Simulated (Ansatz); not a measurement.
# Ge(CCH)2H2 (C₄H₄Ge): one molecule under many settings

Aim: run Ge(CCH)2H2 (C₄H₄Ge) under a spread of inputs, and see what each costs and gives.

Computed with Ansatz 0.2.0, Gaussian basis. Level: the settings change from run to run.

### Step 1. The molecule

The geometry comes from an earlier relaxation with PBE0-D4/def2-SVP; it is a stationary point, not always the lowest conformer.

9 atoms, charge 0, spin multiplicity 1.

Atoms are counted from 1 here; the program's logs count them from 0.

Bond lengths: Ge1–C2 1.899 Å, Ge1–C5 1.899 Å, Ge1–H8 1.533 Å, Ge1–H9 1.533 Å, C2–C3 1.215 Å, C3–H4 1.076 Å, C5–C6 1.215 Å, C6–H7 1.076 Å. Angles: C2–Ge1–C5 108.8°, C2–Ge1–H8 109.3°, C2–Ge1–H9 109.2°, C5–Ge1–H8 109.2°, C5–Ge1–H9 109.3°, H8–Ge1–H9 110.9°, Ge1–C2–C3 179.8°, C2–C3–H4 180.0°, Ge1–C5–C6 179.5°, C5–C6–H7 179.9°.

### Step 2. B3LYP5/def2-TZVP

in.yaml reads:

```yaml
crystal:
  periodic: [false, false, false]
  atoms:
    - {symbol: Ge, position_ang: [-0.820512, -0.031052, -0.561041]}
    - {symbol: C, position_ang: [-0.780651, -0.020646, 1.337780]}
    - {symbol: C, position_ang: [-0.758697, -0.017623, 2.553031]}
    - {symbol: H, position_ang: [-0.740126, -0.015047, 3.628613]}
    - {symbol: C, position_ang: [0.963008, 0.025804, -1.211431]}
    - {symbol: C, position_ang: [2.101588, 0.068351, -1.634693]}
    - {symbol: H, position_ang: [3.109539, 0.104854, -2.008766]}
    - {symbol: H, position_ang: [-1.578757, 1.204989, -1.058455]}
    - {symbol: H, position_ang: [-1.495383, -1.319629, -1.045047]}
basis:
  gaussian: {orbitals: def2-TZVP}
hamiltonian: {xc: {name: B3LYP5}}
scf: {omitted_lower_state_checks: [starts]}
```

Started as:

```
$ ansatz run in.yaml --threads 2 --pin off --events-out ev --progress --plain --max-ram 4352MiB
```

Log:

```text
Functional definition: B3LYP5
  name "B3LYP5"
  cite "Stephens, Devlin, Chabalowski & Frisch, J. Phys. Chem. 98, 11623 (1994) doi:10.1021/j100096a001"
  cite "Becke, Phys. Rev. A 38, 3098 (1988) doi:10.1103/PhysRevA.38.3098"
  cite "Lee, Yang & Parr, Phys. Rev. B 37, 785 (1988) doi:10.1103/PhysRevB.37.785"
  cite "Vosko, Wilk & Nusair, Can. J. Phys. 58, 1200 (1980) doi:10.1139/p80-159"
  parameter a0 = 0.2
  parameter ax = 0.72
  parameter ac = 0.81
  exchange = (1 - a0 - ax)*slater_x + ax*b88_x + a0*exact_x
  correlation = (1 - ac)*vwn5_c + ac*lyp_c
these checks for a lower state are left out or cut short: starts
1285 factors; their error is unknown
mean field evaluation 1: about -60713.5710 eV, gradient 6.8e1 eV
mean field evaluation 2: about -60706.6758 eV, gradient 8.5e1 eV
mean field evaluation 4: about -60723.6499 eV, gradient 1.1e1 eV
mean field evaluation 8: about -60724.1518 eV, gradient 4.2e-1 eV
mean field evaluation 16: about -60724.1520 eV, gradient 3.6e-5 eV
mean field -60724.15204816 eV, -2231.5714274611 hartree, gradient 3.6e-5 eV, S^2 0.000000; 0 other end points of the search recorded, 0 dependent functions left out
reference -60724.15233510 eV, -2231.5714380062 hartree; 30, 30 occupied and 166, 166 virtual orbitals, 1285 factors
Total energy: -60724.15233510 eV, -2231.5714380062 hartree
Checks for a lower state left out: starts
```

Wall time 2.6 s (2 threads of Intel Xeon 6975P-C, shared host).

### Step 3. B97M-V/def2-SVP

Options: high accuracy, the search for lower states set to off.

in.yaml, as its differences from that of step 2:

```diff
@@ -13,4 +13,5 @@
 basis:
-  gaussian: {orbitals: def2-TZVP}
-hamiltonian: {xc: {name: B3LYP5}}
-scf: {omitted_lower_state_checks: [starts]}
+  gaussian: {orbitals: def2-SVP}
+hamiltonian: {xc: {name: B97M-V}}
+accuracy: high
+scf: {lower_state_search: off}
```

Launched as before.

Log, cut to the lines that bear on the results:

```text
Functional definition: B97M-V
  name "B97M-V"
  cite "Mardirossian & Head-Gordon, J. Chem. Phys. 142, 074111 (2015) doi:10.1063/1.4907719"
  cite "Becke, J. Chem. Phys. 107, 8554 (1997) doi:10.1063/1.475007"
  cite "Vydrov & Van Voorhis, J. Chem. Phys. 133, 244103 (2010) doi:10.1063/1.3521275"
  # Of w^i u^j: cxij and so on, Table III.
[...]
  gx(w, u) = cx00 + cx01*u + cx02*u^2 + (cx10 + cx11*u)*w
  gss(w, u) = css00 + css02*u^2 + css10*w + (css32*w^3 + css42*w^4)*u^2
  gos(w, u) = cos00 + cos01*u + cos03*u^3 + cos10*w + cos32*w^3*u^2
[...]
      + integral(e_c_pw_mod_opposite_spin*gos(b97_w_opposite, b97_u_opposite)) + vv10(b, c)
[...]
2274 factors; integrals over basis functions are off by at most 7.5e-9 eV
[...]
mean field -60706.57476406 eV, -2230.9254741850 hartree, gradient 4.9e-8 eV, S^2 0.000000; 0 other end points of the search recorded, 0 dependent functions left out
reference -60706.57476987 eV, -2230.9254743985 hartree; 30, 30 occupied and 78, 78 virtual orbitals, 2274 factors
Total energy: -60706.57476987 eV, -2230.9254743985 hartree
Checks for a lower state left out: stability, starts, cluster_reference, orbital_swaps, neighbouring_geometries, increment
```

It took 11 s on 2 threads of Intel Xeon 6975P-C, shared host.

### Step 4. PBEsol/STO-3G

Set apart from the defaults: a grid of angular degree 23, D4 dispersion.

in.yaml, as its differences from that of step 3:

```diff
@@ -13,5 +13,5 @@
 basis:
-  gaussian: {orbitals: def2-SVP}
-hamiltonian: {xc: {name: B97M-V}}
-accuracy: high
-scf: {lower_state_search: off}
+  gaussian: {orbitals: STO-3G, final_grid: {core_spheres: 8, valence_spheres: 7, degree: 23}}
+hamiltonian: {xc: {name: PBEsol}, dispersion: d4}
+scf: {omitted_lower_state_checks: [starts]}
+output: {forces: true}
```

The command is unchanged.

Log, cut to the lines that bear on the results:

```text
Functional definition: PBEsol
  name "PBEsol"
  cite "Perdew et al., Phys. Rev. Lett. 100, 136406 (2008) doi:10.1103/PhysRevLett.100.136406"
  cite "Perdew, Burke & Ernzerhof, Phys. Rev. Lett. 77, 3865 (1996) doi:10.1103/PhysRevLett.77.3865"
  parent pbesol
[...]
502 factors; integrals over basis functions are off by at most 4.9e-5 eV
[...]
mean field -59949.05956749 eV, -2203.0873041734 hartree, gradient 8.4e-6 eV, S^2 0.000000; 0 other end points of the search recorded, 0 dependent functions left out
[...]
reference -59949.05958619 eV, -2203.0873048605 hartree; 30, 30 occupied and 12, 12 virtual orbitals, 502 factors
Total energy: -59949.12456345 eV, -2203.0896927306 hartree
Atom 0 at    -0.820512    -0.031052    -0.561041 Å, force     1.060843     0.038176     0.727641 eV/Å
Atom 1 at    -0.780651    -0.020646     1.337780 Å, force    -0.129214    -0.023191    -3.139234 eV/Å
Atom 2 at    -0.758697    -0.017623     2.553031 Å, force    -0.006043     0.000419    -0.221647 eV/Å
Atom 3 at    -0.740126    -0.015047     3.628613 Å, force     0.011718     0.002826     0.497792 eV/Å
Atom 4 at     0.963008     0.025804    -1.211431 Å, force    -2.974107    -0.087214     1.010804 eV/Å
Atom 5 at     2.101588     0.068351    -1.634693 Å, force    -0.206424    -0.012270     0.079357 eV/Å
Atom 6 at     3.109539     0.104854    -2.008766 Å, force     0.467393     0.016213    -0.170879 eV/Å
Atom 7 at    -1.578757     1.204989    -1.058455 Å, force     0.941415    -1.599240     0.617187 eV/Å
Atom 8 at    -1.495383    -1.319629    -1.045047 Å, force     0.834419     1.664282     0.598979 eV/Å
Dipole moment:    -0.123445    -0.004395    -0.084700 e Å
Checks for a lower state left out: starts
```

It took 0.9 s on 2 threads of Intel Xeon 6975P-C, shared host.

Largest force 3.142 eV/Å, dipole 0.72 D.

### Step 5. LC-wPBE/def2-SVPD

Options: relativity set to none, the search for lower states set to off.

in.yaml, as its differences from that of step 4:

```diff
@@ -13,5 +13,4 @@
 basis:
-  gaussian: {orbitals: STO-3G, final_grid: {core_spheres: 8, valence_spheres: 7, degree: 23}}
-hamiltonian: {xc: {name: PBEsol}, dispersion: d4}
-scf: {omitted_lower_state_checks: [starts]}
-output: {forces: true}
+  gaussian: {orbitals: def2-SVPD}
+hamiltonian: {xc: {name: LC-wPBE}, pseudopotentials: {relativity: none}}
+scf: {lower_state_search: off}
```

The command is unchanged.

Log, cut to the lines that bear on the results:

```text
Functional definition: LC-wPBE
  name "LC-wPBE"
  cite "Vydrov & Scuseria, J. Chem. Phys. 125, 234109 (2006) doi:10.1063/1.2409292"
  cite "Heyd & Scuseria, J. Chem. Phys. 120, 7274 (2004) doi:10.1063/1.1668634"
  cite "Ernzerhof & Perdew, J. Chem. Phys. 109, 3313 (1998) doi:10.1063/1.476928"
  cite "Perdew, Burke & Ernzerhof, Phys. Rev. Lett. 77, 3865 (1996) doi:10.1103/PhysRevLett.77.3865"
  parent pbe
[...]
1341 factors; their error is unknown
568 factors; integrals over basis functions are off by at most 4.6e-5 eV
[...]
mean field -60706.45484615 eV, -2230.9210672829 hartree, gradient 3.1e-6 eV, S^2 0.000000; 0 other end points of the search recorded, 0 dependent functions left out
reference -60706.45484615 eV, -2230.9210672832 hartree; 30, 30 occupied and 120, 120 virtual orbitals, 1341 factors
Total energy: -60706.45484615 eV, -2230.9210672832 hartree
Checks for a lower state left out: stability, starts, cluster_reference, orbital_swaps, neighbouring_geometries, increment
```

Run time: 1.8 s. Hardware: 2 threads of Intel Xeon 6975P-C, shared host.

### Step 6. The runs in one table

| level | charge | multiplicity | geometry | functions | energy (eV) | time |
| --- | --- | --- | --- | --- | --- | --- |
| B3LYP5/def2-TZVP | 0 | 1 | relaxed | 196 | -60724.152 | 2.6 s |
| B97M-V/def2-SVP | 0 | 1 | relaxed | 108 | -60706.575 | 11 s |
| PBEsol/STO-3G | 0 | 1 | relaxed | 42 | -59949.125 | 0.9 s |
| LC-wPBE/def2-SVPD | 0 | 1 | relaxed | 150 | -60706.455 | 1.8 s |

### Step 7. Results

```
                                         quantity                  value
                                             runs                      4
                                         quickest   PBEsol/STO-3G, 0.9 s
                                          slowest  B97M-V/def2-SVP, 11 s
spread of total energies, same state and geometry               775.0 eV
```

What this shows: Run time spans a factor of 12, from PBEsol/STO-3G to B97M-V/def2-SVP. The jobs differ in tasks and options as well as level. The totals spread over 775 eV; they can't be compared across methods or bases. At the PBE0-D4/def2-SVP geometry and in the same state, runs without warnings or point charges leave forces up to 3.14 eV/Å (PBEsol/STO-3G).
